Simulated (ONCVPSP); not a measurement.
# Er: generating and testing an ONCV potential

Do these settings give a usable potential? It is generated, then checked for transferability, scattering, ghosts and hardness.

The numbers are computed with ONCVPSP 4.0.1 (LDA (Perdew-Wang 92), scalar-relativistic, spin-unpolarised reference atom).

## (1) Starting point

The settings as typed:

```
element                 : erbium (Er, Z = 68)
type                    : optimised norm-conserving Vanderbilt (ONCV)
frozen core             : [Kr] 4d10
valence charge          : 22
reference configuration : 4f12 5s2 5p6 6s1.75 (charge +0.25)
partial waves           : 5s+6s: rc 1.95 bohr, ncon 3, nbas 8, qcut 6.2 1/bohr, 2 projectors; 5p: rc 1.60 bohr, ncon 4, nbas 7, qcut 4.1 1/bohr, 2 projectors, debl 2.3 Ha; d scattering state at 0.06 Ha: rc 1.60 bohr, ncon 3, nbas 7, qcut 6.1 1/bohr, 3 projectors, debl 3 Ha; 4f: rc 1.30 bohr, ncon 4, nbas 9, qcut 10.7 1/bohr, 2 projectors, debl 2.3 Ha
local potential         : polynomial inside 1.05 bohr (lpopt 5, dvloc0 4 Ha)
core correction         : Teter function, fcfact 2.5, rcfact 1.6
```

An earlier all-electron run gives the scale for the radii.

All-electron outer shells of the reference configuration (LDA (PZ), scalar-relativistic, ld1.x):

```csv
shell,level (eV),outermost node (bohr),outermost maximum (bohr)
5s,-53.58,0.60,1.11
5p,-28.08,0.65,1.28
6s,-5.26,1.51,3.26
4f,-4.90,–,0.51
5d,-2.43,0.73,2.08
6p,-2.22,1.86,4.51
```

## (2) Generation

Er.dat reads:

```
# ATOM AND REFERENCE CONFIGURATION
# atsym  z   nc   nv     iexc    psfile
  Er 68.00    9    4  -001012      upf
#
#   n    l    f
    1    0    2.00
    2    0    2.00
    2    1    6.00
    3    0    2.00
    3    1    6.00
    3    2   10.00
    4    0    2.00
    4    1    6.00
    4    2   10.00
    4    3   12.00
    5    0    2.00
    5    1    6.00
    6    0    1.75
#
# PSEUDOPOTENTIAL AND OPTIMIZATION
# lmax
    3
#
#   l,   rc,      ep,       ncon, nbas, qcut
    0    1.95    0.00    3    8    6.20
    1    1.60    0.00    4    7    4.10
    2    1.60    0.06    3    7    6.10
    3    1.30    0.00    4    9   10.70
#
# LOCAL POTENTIAL
# lloc, lpopt,  rc(5),   dvloc0
    4    5    1.05    4.00
#
# VANDERBILT-KLEINMAN-BYLANDER PROJECTORs
# l, nproj, debl
    0    2    2.30
    1    2    2.30
    2    3    3.00
    3    2    2.30
#
# MODEL CORE CHARGE
# icmod, fcfact, rcfact
    3    2.50    1.60
#
# LOG DERIVATIVE ANALYSIS
# epsh1, epsh2, depsh
   -3.00    5.00    0.02
#
# OUTPUT GRID
# rlmax, drl
    6.00    0.01
#
# TEST CONFIGURATIONS
# ncnf
    4
# nvcnf
#   n    l    f
    4
    4    3   12.00
    5    0    2.00
    5    1    6.00
    6    0    2.00
#
    4
    4    3   12.00
    5    0    2.00
    5    1    6.00
    6    0    1.00
#
    4
    4    3   12.00
    5    0    2.00
    5    1    6.00
    6    0    0.00
#
    4
    4    3   12.00
    5    0    1.00
    5    1    6.00
    6    0    2.00
#
```

Command:

```bash
$ oncvpsp.x < Er.dat > Er.out
```

Before running it: what results should come out? Wanted: cutoffs for 1 and 0.1 mHa per electron, occupied waves; bound ghosts; GHOST(+) flags; largest phase difference near zero energy, channels read; rms error of d²Exc/dn², without and with the model core; projector energies reset by the program.

**Answer**, as computed:

| quantity | value |
| --- | --- |
| cutoffs for 1 and 0.1 mHa per electron, occupied waves | 142 Ha and 218 Ha |
| bound ghosts | none found |
| GHOST(+) flags | s at 22 eV |
| largest phase difference near zero energy, channels read | 0.001 rad |
| rms error of d²Exc/dn², without and with the model core | 5.29 and 2.45 mHa |
| projector energies reset by the program | d: 0.050, 3.050, 6.050 Ha |

In words: By its cutoff, 142 Ha for the looser tolerance, it is very hard. At the looser tolerance the 4f wave is the slowest; 5p needs 47 Ha. It is free of bound ghosts as far as tested. Near zero energy the phases of the channels with partial waves agree within 0.001 rad. The pseudo curves have a pole with no partner nearby in the atom's: s at 0.79 Ha. At positive energy that is a spurious or a displaced resonance. The program also flags highly localised states, GHOST(+) (s). All of this concerns the isolated atom, not yet a solid.
